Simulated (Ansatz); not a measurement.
The system is Bi2Te3 (Tellurobismuthite).

```
CELL_PARAMETERS angstrom
2.19300 1.26613 10.16567
-2.19300 1.26613 10.16567
0.00000 -2.53226 10.16567
ATOMIC_POSITIONS crystal
Bi 0.60000 0.60000 0.60000
Bi 0.40000 0.40000 0.40000
Te 0.79050 0.79050 0.79050
Te 0.20950 0.20950 0.20950
Te 0.00000 0.00000 0.00000
```

Base run:

| Property | Result |
| --- | --- |
| Program | Ansatz 0.2.0 |
| Functional | LDA |
| Potentials or basis | all-electron LAPW, scalar-relativistic |
| Cutoff | 187 eV (chosen from the basis error) |
| Basis error allowed | 0.002 eV/atom |
| k mesh | 7 × 7 × 7 |
| Occupations | fermi-dirac, width 0.05 eV |
| Spin | no spin polarisation |

Its results: band gap on the k mesh 0.21 eV, direct; pressure -1.7 GPa; largest force 0.184 eV/Å.

The run is repeated on the same cell with these changes: functional from LDA to PBEsol. What comes out?

Band gap on the k mesh 0.24 eV, direct; pressure -0.6 GPa; largest force 0.113 eV/Å.

PBEsol binds less tightly than LDA, so the same cell stands under more pressure.

Caveats: spin-orbit coupling is left out, which as a rule narrows the gap of such compounds by several tenths of an eV.
